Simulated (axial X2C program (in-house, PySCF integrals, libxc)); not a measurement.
# Sn₂⁺: EOM-EA-CCSD levels

Wanted for Sn₂⁺: EOM-EA-CCSD levels, at the two-component level.

Method: two-component X2C with atomic mean-field terms, Sn dyall-acv3z; program: an in-house X2C program for linear molecules on PySCF integrals.

All values are calculated.

### 1 The job

task.json

```json
{
 "zs": [
  50,
  50
 ],
 "q": 1,
 "bas": [
  "dyall-acv3z",
  "dyall-acv3z"
 ],
 "r0": 2.8,
 "eom": "ea",
 "thr": -1.0,
 "nmax": 92,
 "grid": [
  1,
  0.96,
  1.045,
  0.92,
  1.09,
  1.15
 ]
}
```

Keys: zs atomic numbers; q charge; bas basis sets; r0 starting distance in Å; eom kind of EOM run; thr threshold in hartree for freezing inner shells (an s shell follows its p shell); nmax most natural virtual spinors; grid distances as factors.

The run is started by

```bash
> python soeom.py task.json out
```

Further steps of the session: EOM-EA-CCSD at 2.790 Å.

What does the calculation give? Wanted: next root led by one particle; T1 of the reference.

The runs gave:

| quantity | value |
| --- | --- |
| lowest root at 2.790 Å | Ω = 1/2, 12.627 eV |
| next root led by one particle | Ω = 3/2, about 2010 cm⁻¹ higher |
| T1 of the reference | 0.012 |

In words: The added electron is bound by 12.63 eV in a spinor of 86% Sn pπ. Errors of 0.1 to 0.3 eV are usual at this size, and roots led by higher excitations are left out, so the list is incomplete, and low states of that kind can be missing. g and u states are not told apart.
